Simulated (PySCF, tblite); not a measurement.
**C5H9FO: a rotation path, then NMR shifts on frames, part 1 of 2**

Aim: move C5H9FO (`C/C=C(/CF)OC`) away from its starting geometry and see how NMR shifts follow the geometry.

Programs: tblite 0.8.0 and PySCF 2.14.0, with density-fitted response routines of our own. Each step states its level of theory. These are calculated values for one molecule in the gas phase, unless marked as measured. Atoms count from 0, in the outputs and in this text.

### 1 The starting structure

16 atoms, charge 0, multiplicity 1; geometry from: GFN2-xTB.

Bonds of the start (Å): C0–C1 1.49, C1–C2 1.33, C2–C3 1.51, C3–F4 1.38, C2–O5 1.37, O5–C6 1.41, C0–H7 1.09, C0–H8 1.09, C0–H9 1.09, C1–H10 1.08, C3–H11 1.10, C3–H12 1.09, C6–H13 1.09, C6–H14 1.09, C6–H15 1.09.

### 2 The rotation path with GFN2-xTB

Job settings and geometry (Å):

```
{"job": {"kind": "neb", "xc": "GFN2-xTB", "basis": "xTB", "atoms": [4, 3, 2, 5], "turn": 120}, "charge": 0, "multiplicity": 1}
C      2.386823    -0.444742     0.117834
C      1.027046    -0.995620    -0.151458
C     -0.108341    -0.318809     0.023414
C     -1.444874    -0.955439    -0.252251
F     -2.006423    -0.485327    -1.425414
O     -0.065035     0.961042     0.515222
C     -1.162742     1.812848     0.271854
H      2.855356    -0.982444     0.941856
H      2.321637     0.607476     0.375970
H      3.021061    -0.564093    -0.759658
H      0.976681    -2.018331    -0.492047
H     -2.169597    -0.743853     0.541402
H     -1.331225    -2.034966    -0.376512
H     -0.836998     2.803494     0.586183
H     -1.429686     1.840293    -0.787537
H     -2.041281     1.527416     0.859732
```

Level: GFN2-xTB climbing-image nudged elastic band, gas phase.

On the command line:

```
$ OMP_NUM_THREADS=1 python probes_run.py task.json out
```

One launch serves the whole session: the jobs run in the order shown.

What it wrote:

```text
image   E - E0 / eV
  0      -0.0000
  1       0.0105
  2       0.0331
  3       0.0515
  4       0.0574
  5       0.0499
  6       0.0334
  7       0.0155
  8       0.0022
```

It took 1.5 s on 1 thread of AMD EPYC 9R45, shared host; peak memory 0.19 GiB.

The final band, with the dihedral F4–C3–C2–O5:

| image | dihedral (°) | energy (eV) | energy (kcal/mol) |
| --- | --- | --- | --- |
| 0 | 77 | 0.000 | 0.0 |
| 1 | 90 | 0.011 | 0.2 |
| 2 | 103 | 0.033 | 0.8 |
| 3 | 117 | 0.052 | 1.2 |
| 4 | 130 | 0.057 | 1.3 |
| 5 | 144 | 0.050 | 1.2 |
| 6 | 157 | 0.033 | 0.8 |
| 7 | 170 | 0.016 | 0.4 |
| 8 | 184 | 0.002 | 0.1 |

### 3 Shielding tensors: image 0, PBE0/pcSseg-1

Job settings and geometry (Å):

```
{"job": {"kind": "nmr", "xc": "PBE0", "basis": "pcSseg-1", "pop": false}, "charge": 0, "multiplicity": 1}
C      2.386800    -0.444700     0.117800
C      1.027000    -0.995600    -0.151500
C     -0.108300    -0.318800     0.023400
C     -1.444900    -0.955400    -0.252300
F     -2.006400    -0.485300    -1.425400
O     -0.065000     0.961000     0.515200
C     -1.162700     1.812800     0.271900
H      2.855400    -0.982400     0.941900
H      2.321600     0.607500     0.376000
H      3.021100    -0.564100    -0.759700
H      0.976700    -2.018300    -0.492000
H     -2.169600    -0.743900     0.541400
H     -1.331200    -2.035000    -0.376500
H     -0.837000     2.803500     0.586200
H     -1.429700     1.840300    -0.787500
H     -2.041300     1.527400     0.859700
```

Method: GIAO PBE0/pcSseg-1 NMR shielding, non-relativistic, gas phase.

What it wrote:

```text
coarse grid: 13184 points
cycle   1  E = -370.3770328122  dE =  8.090e-01  |g| = 6.749e-01  |ddm| = 3.405e+00
cycle   2  E = -370.3023152951  dE =  7.472e-02  |g| = 9.584e-01  |ddm| = 1.224e+00
cycle   3  E = -370.4591205054  dE = -1.568e-01  |g| = 8.351e-02  |ddm| = 7.706e-01
cycle   4  E = -370.4603734819  dE = -1.253e-03  |g| = 3.162e-02  |ddm| = 8.137e-02
cycle   5  E = -370.4605833602  dE = -2.099e-04  |g| = 9.381e-03  |ddm| = 3.098e-02
cycle   6  E = -370.4605973632  dE = -1.400e-05  |g| = 4.713e-03  |ddm| = 1.076e-02
cycle   7  E = -370.4606024558  dE = -5.093e-06  |g| = 6.387e-04  |ddm| = 4.402e-03
final grid: 127200 points
cycle   8  E = -370.5204291507  dE = -4.433e-05  |g| = 1.126e-02  |ddm| = 3.379e-02
cycle   9  E = -370.5204077524  dE =  2.140e-05  |g| = 1.591e-02  |ddm| = 1.804e-02
cycle  10  E = -370.5204542093  dE = -4.646e-05  |g| = 1.915e-03  |ddm| = 1.113e-02
cycle  11  E = -370.5204549805  dE = -7.712e-07  |g| = 2.985e-04  |ddm| = 1.870e-03
cycle  12  E = -370.5204549918  dE = -1.135e-08  |g| = 1.994e-04  |ddm| = 3.829e-04
cycle  13  E = -370.5204550009  dE = -9.076e-09  |g| = 2.403e-05  |ddm| = 1.583e-04
cycle  14  E = -370.5204550010  dE = -1.252e-10  |g| = 7.871e-06  |ddm| = 2.417e-05
converged SCF energy = -370.5204550010

GIAO shielding tensors (ppm)
atom      isotropic    diamagn.    paramagn.     s11        s22        s33       span
  0 C      173.720     246.953     -73.233    156.160    179.973    185.027     28.867
  1 C       68.983     257.458    -188.476    -27.190     87.534    146.604    173.794
  2 C       28.409     255.884    -227.476    -69.958     53.632    101.553    171.511
  3 C      102.246     242.884    -140.638     72.480     85.159    149.098     76.618
  4 F      400.042     473.893     -73.851    365.173    380.774    454.178     89.005
  5 O      244.534     399.490    -154.956    129.698    288.537    315.366    185.668
  6 C      129.744     244.909    -115.165    103.088    104.866    181.277     78.189
  7 H       30.261      28.272       1.989     25.898     27.599     37.284     11.386
  8 H       29.171      30.808      -1.637     23.987     30.641     32.886      8.899
  9 H       30.238      28.462       1.776     25.896     27.730     37.088     11.192
 10 H       26.666      33.465      -6.799     23.912     25.985     30.101      6.189
 11 H       26.322      29.373      -3.051     23.943     25.970     29.054      5.111
 12 H       26.859      29.545      -2.686     22.568     27.315     30.695      8.127
 13 H       27.683      28.768      -1.085     23.573     25.982     33.492      9.919
 14 H       27.789      29.659      -1.871     24.170     26.530     32.665      8.495
 15 H       27.682      29.485      -1.803     24.175     25.678     33.192      9.017
```

Wall time 12 s (1 thread of AMD EPYC 9R45, shared host); peak memory 0.75 GiB.

Shifts follow as δ = σ(reference) − σ, with reference shieldings (ppm) from runs at the same level and on the same kind of geometry: ¹H TMS 31.72, ¹³C TMS 186.9, ¹⁹F CFCl3 170.9, ¹⁷O H2O 336.1. The references are single molecules in the gas phase, so shifts against H2O, NH3, PH3, H3PO4 or CFCl3 are not on the usual liquid scales and can be off by tens of ppm. Each atom is listed at this fixed geometry, with no averaging over motion; a spectrum would average atoms that exchange fast.

```csv
atoms,environment,σ (ppm),δ (ppm)
C2,alkene carbon bearing oxygen,28.4,158.5
C1,β carbon of an enol-ether or enamine type C=C,69.0,117.9
C3,allylic sp3 CH2 bonded to F,102.2,84.7
C6,methyl carbon bonded to O,129.7,57.2
C0,allylic methyl carbon,173.7,13.2
H11,hydrogen on an allylic sp3 CH2 bonded to F,26.32,5.39
H10,hydrogen on a β carbon of an enol-ether or enamine type C=C,26.67,5.05
H12,hydrogen on an allylic sp3 CH2 bonded to F,26.86,4.86
H15,hydrogen on a methyl carbon bonded to O,27.68,4.04
H13,hydrogen on a methyl carbon bonded to O,27.68,4.03
H14,hydrogen on a methyl carbon bonded to O,27.79,3.93
H8,hydrogen on an allylic methyl carbon,29.17,2.55
H9,hydrogen on an allylic methyl carbon,30.24,1.48
H7,hydrogen on an allylic methyl carbon,30.26,1.46
F4,fluorine on an sp3 carbon,400.0,-229.1
O5,ether oxygen,244.5,91.5
```

### 4 Shielding tensors: image 2, PBE0/pcSseg-1

Job settings and geometry (Å):

```
{"job": {"kind": "nmr", "xc": "PBE0", "basis": "pcSseg-1", "pop": false}, "charge": 0, "multiplicity": 1}
C      2.382200    -0.435800     0.078000
C      1.017000    -0.976500    -0.183000
C     -0.120200    -0.314900     0.033100
C     -1.448800    -0.955900    -0.279900
F     -1.714900    -0.909300    -1.635900
O     -0.081200     0.945900     0.577300
C     -1.165600     1.819400     0.363600
H      2.858400    -0.990000     0.887500
H      2.327800     0.611500     0.358400
H      3.005500    -0.543100    -0.809500
H      0.960800    -1.984100    -0.564700
H     -2.285800    -0.456200     0.213400
H     -1.437900    -2.015100    -0.009000
H     -0.815900     2.799800     0.685100
H     -1.449000     1.866600    -0.691100
H     -2.039800     1.546700     0.965400
```

Level: GIAO PBE0/pcSseg-1 NMR shielding, non-relativistic, gas phase.

What it wrote:

```text
coarse grid: 13184 points
cycle   1  E = -370.3715280436  dE =  8.086e-01  |g| = 6.798e-01  |ddm| = 3.401e+00
cycle   2  E = -370.2953763482  dE =  7.615e-02  |g| = 9.662e-01  |ddm| = 1.267e+00
cycle   3  E = -370.4550639520  dE = -1.597e-01  |g| = 8.126e-02  |ddm| = 7.894e-01
cycle   4  E = -370.4562800821  dE = -1.216e-03  |g| = 3.034e-02  |ddm| = 8.133e-02
cycle   5  E = -370.4564857965  dE = -2.057e-04  |g| = 6.878e-03  |ddm| = 2.941e-02
cycle   6  E = -370.4564922151  dE = -6.419e-06  |g| = 3.755e-03  |ddm| = 7.644e-03
cycle   7  E = -370.4564951626  dE = -2.948e-06  |g| = 6.883e-04  |ddm| = 3.493e-03
final grid: 127200 points
cycle   8  E = -370.5165487424  dE = -3.870e-05  |g| = 1.129e-02  |ddm| = 2.878e-02
cycle   9  E = -370.5165273243  dE =  2.142e-05  |g| = 1.598e-02  |ddm| = 1.794e-02
cycle  10  E = -370.5165737617  dE = -4.644e-05  |g| = 1.828e-03  |ddm| = 1.104e-02
cycle  11  E = -370.5165744685  dE = -7.068e-07  |g| = 2.989e-04  |ddm| = 1.779e-03
cycle  12  E = -370.5165744804  dE = -1.190e-08  |g| = 1.874e-04  |ddm| = 3.696e-04
cycle  13  E = -370.5165744883  dE = -7.877e-09  |g| = 2.325e-05  |ddm| = 1.503e-04
cycle  14  E = -370.5165744884  dE = -1.154e-10  |g| = 8.564e-06  |ddm| = 2.340e-05
converged SCF energy = -370.5165744884

GIAO shielding tensors (ppm)
atom      isotropic    diamagn.    paramagn.     s11        s22        s33       span
  0 C      173.622     246.831     -73.209    155.651    180.132    185.084     29.433
  1 C       67.320     257.212    -189.891    -31.817     81.934    151.844    183.661
  2 C       26.836     255.591    -228.755    -72.279     53.705     99.083    171.362
  3 C      107.228     242.175    -134.947     78.885     86.589    156.211     77.326
  4 F      395.645     473.984     -78.339    343.980    377.616    465.339    121.359
  5 O      249.597     399.408    -149.812    143.190    289.882    315.719    172.529
  6 C      130.786     245.056    -114.270    102.848    108.329    181.180     78.332
  7 H       30.154      28.217       1.937     25.789     27.535     37.138     11.349
  8 H       29.163      30.811      -1.648     24.006     30.540     32.942      8.937
  9 H       30.199      28.400       1.799     25.845     27.701     37.052     11.207
 10 H       26.461      33.180      -6.719     23.525     25.533     30.325      6.800
 11 H       26.384      29.677      -3.294     23.155     26.784     29.212      6.057
 12 H       26.821      29.235      -2.413     22.722     26.917     30.825      8.104
 13 H       27.605      28.694      -1.089     23.531     25.917     33.366      9.835
 14 H       28.138      29.766      -1.627     24.820     26.040     33.555      8.735
 15 H       27.687      29.567      -1.880     24.096     25.639     33.325      9.230
```

It took 12 s on 1 thread of AMD EPYC 9R45, shared host; peak memory 0.81 GiB.

Key values: δ C2 160.1, C1 119.6, C3 79.7, C6 56.1, H11 5.33, H10 5.26 ppm.

(Continued in part 2 of 2.)
